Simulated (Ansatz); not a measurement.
# Na2TlAsF6, space group Fm-3m: an SCF with some post-processing

Program: the Python package of Ansatz (0.2.0).

Notebook, run cell by cell (the value of a cell's last expression is shown):

In [1]:
```python
from pathlib import Path
import warnings

import ansatz as az
from ase import Atoms
import numpy as np

atoms = Atoms(
    ['Na', 'Na', 'Tl', 'As', 'F', 'F', 'F', 'F', 'F', 'F'],
    scaled_positions=[
        (0.75, 0.75, 0.75),
        (0.25, 0.25, 0.25),
        (0.5, 0.5, 0.5),
        (0.0, 0.0, 0.0),
        (0.778507, 0.221493, 0.221493),
        (0.221493, 0.221493, 0.778507),
        (0.221493, 0.778507, 0.778507),
        (0.221493, 0.778507, 0.221493),
        (0.778507, 0.221493, 0.778507),
        (0.778507, 0.778507, 0.221493),
    ],
    cell=[
        (0.0, 4.644378, 4.644378),
        (4.644378, 0.0, 4.644378),
        (4.644378, 4.644378, 0.0),
    ],
    pbc=True,
)
xtal = az.Crystal.from_ase(atoms)

[site.symbol for site in xtal.resolved().sites]
```
Out [1]:
```text
['Na', 'Na', 'Tl', 'As', 'F', 'F', 'F', 'F', 'F', 'F']
```

In [2]:
```python
job = (
    xtal.calculation()
    .kpoints(3, 3, 3)
    .occupations('Fixed')
    .density()
    .potential()
    .electron_localization_function()
    .output_files(volumetric_format='npy')
    .band_densities([('v1', 'v1'), ('c1', 'c1')])
    .band_table()
    .stress()
    .density_of_states(energy_step=0.05, method='smearing', broadening_width=0.2)
)
with warnings.catch_warnings(record=True) as caught:
    warnings.simplefilter('always')
    out = job.run(threads=1, backend='cpu')
print('warnings raised:', sorted(w.category.__name__ for w in caught) or 'none')
r = out.report
```
```text
warnings raised: ['DeckWarning', 'PlacementWarning']
```

In [3]:
```python
r['n_kpoints'], r['n_symmetry_ops'], r['n_pw']
```
Out [3]:
```text
(4, 48, 3839)
```

In [4]:
```python
r['mixing_algorithm'], r['preconditioner'], r['eigensolver']
```
Out [4]:
```text
('MSR1', 'Resta', 'band_cg')
```

In [5]:
```python
energy = r['free_energy_ev']
print('Na2TlAsF6: {:.6f} eV = {:.6f} Ry = {:.6f} Ha'.format(energy, energy / 13.605693, energy / 27.211386))
print('Fermi level {:.4f} eV, {} k-points, {} symmetry operations'.format(r['fermi_energy_ev'], r['n_kpoints'], r['n_symmetry_ops']))

folder = Path(out.write_results('fields'))
print('densities in e/A^3, potentials in eV, ELF without unit')
for name in sorted(p.name for p in folder.glob('*.npy')):
    field = np.load(folder / name)
    print(f'{name:16s} {str(field.shape):16s} min {field.min():10.4f}  mean {field.mean():10.4f}  max {field.max():10.4f}')
```
```text
Na2TlAsF6: -24127.272661 eV = -1773.321849 Ry = -886.660924 Ha
Fermi level 3.7117 eV, 4 k-points, 48 symmetry operations
densities in e/A^3, potentials in eV, ELF without unit
bands_c1_c1.rho.npy (45, 45, 45)     min    -0.0294  mean     0.0100  max     0.1381
bands_c1_c1.rho_filtered.npy (45, 45, 45)     min     0.0000  mean     0.0092  max     0.0327
bands_c1_c1.rho_soft.npy (45, 45, 45)     min     0.0000  mean     0.0093  max     0.0404
bands_v1_v1.rho.npy (45, 45, 45)     min    -0.4073  mean     0.0100  max     1.0276
bands_v1_v1.rho_filtered.npy (45, 45, 45)     min     0.0000  mean     0.0082  max     0.2274
bands_v1_v1.rho_soft.npy (45, 45, 45)     min     0.0000  mean     0.0084  max     0.2712
elf.npy          (45, 45, 45)     min     0.0012  mean     0.2045  max     0.8981
rho.npy          (45, 45, 45)     min     0.0043  mean     0.4392  max    33.7732
v_es.npy         (45, 45, 45)     min   -90.3718  mean     2.6076  max    34.9047
v_tot.npy        (45, 45, 45)     min  -111.5706  mean    -4.9244  max    13.3986
```

In [6]:
```python
# how spread out the top filled and lowest empty bands are
for name, window in zip(('top filled band', 'lowest empty band'), out.band_densities().windows):
    field = window.outcome.density.channels[0].density_e_per_ang3
    ratio = field.mean() ** 2 / np.mean(field ** 2)
    print(f'{name}: band {window.window.first}, participation ratio {ratio:.3f} of the cell')
```
```text
top filled band: band 44, participation ratio 0.052 of the cell
lowest empty band: band 45, participation ratio 0.547 of the cell
```

In [7]:
```python
# direct or indirect, as far as the mesh can tell
levels = np.array(r['eigenvalues_ev'])
filled = round(r['n_electrons'] / 2)
top, bottom = levels[:, filled - 1], levels[:, filled]
print('top of band', filled, 'at k =', r['kpoints_frac'][top.argmax()], f'{top.max():.4f} eV')
print('bottom of band', filled + 1, 'at k =', r['kpoints_frac'][bottom.argmin()], f'{bottom.min():.4f} eV')
print(f'gap by band count {bottom.min() - top.max():.3f} eV, least direct gap {(bottom - top).min():.3f} eV')

# principal values and the von Mises stress of the deviator
principal = np.linalg.eigvalsh(np.array(r['stress_gpa']))
mises = np.sqrt(0.5 * sum((principal[i] - principal[i - 1]) ** 2 for i in range(3)))
print('principal stresses (GPa, compression positive):', np.round(principal, 3))
print(f'mean {principal.mean():.3f} GPa, von Mises {mises:.3f} GPa, PV = {principal.mean() * r["setup"]["cell_volume_ang3"] / 160.21766:.4f} eV')
```
```text
top of band 44 at k = [0.0, 0.0, 0.0] 3.7117 eV
bottom of band 45 at k = [0.0, 0.0, 0.0] 5.7919 eV
gap by band count 2.080 eV, least direct gap 2.080 eV
principal stresses (GPa, compression positive): [0.119 0.119 0.119]
mean 0.119 GPa, von Mises 0.000 GPa, PV = 0.1486 eV
```

In [8]:
```python
for term in (az.EnergyTerm.SMEARING, az.EnergyTerm.DISPERSION):
    print(f'F without {term.name.lower()}: {az.free_energy_without(r, term):.5f} eV')
```
```text
F without smearing: -24127.27266 eV
F without dispersion: -24127.27266 eV
```

In [9]:
```python
dos = out.density_of_states()
energy = np.asarray(dos.energies_ev) - dos.fermi_ev
states, count = np.asarray(dos.spin_summed_g_bin_mean_per_ev), np.asarray(dos.spin_summed_integrated)
g_fermi = float(np.interp(0.0, energy, states))
print(f'g(E_F) = {g_fermi:.3f} states/eV per cell')
for low, high in ((-10, -6), (-6, -3), (-3, 0), (0, 3)):
    print(f'states between {low} and {high} eV: {np.interp(high, energy, count) - np.interp(low, energy, count):.3f}')
```
```text
g(E_F) = 0.207 states/eV per cell
states between -10 and -6 eV: 6.177
states between -6 and -3 eV: 28.658
states between -3 and 0 eV: 3.246
states between 0 and 3 eV: 3.858
```

Absolute energies stand on the zero of these potentials, so only differences at equal settings mean something. A total without «per atom» is that of the cell as typed. Along an axis with an odd division the mesh misses the point at one half; a gap read on a finite mesh is an upper bound on this functional's gap. Spin-orbit coupling, left out here, can change this gap by several tenths of an eV, and inverted bands can meet off the mesh. Under fixed occupations the level called the Fermi level is the highest filled one on the SCF mesh; off the mesh a filled band can lie a little above it. An absolute Fermi energy rests on an arbitrary zero of the periodic potential and has no direct meaning. The crystal has a gap of about 2.08 eV on the mesh; any density of states at or just above the Fermi level is the tail of the broadening. No functional is typed, so the default, PBE, holds. Grid values close to the nuclei reflect the PAW or pseudopotential construction, not the all-electron fields. This cell is a computed structure, which may not be the phase found in nature. Gaps and levels are Kohn-Sham values on a finite set of k-points, without spin-orbit coupling. The computed bands are complete only to about 6.2 eV above the Fermi level; beyond that the density of states is undercounted. Wall time of the script: 4.1 s on 1 thread of Arm Neoverse V2, with other jobs on the host, peak memory 0.48 GiB.
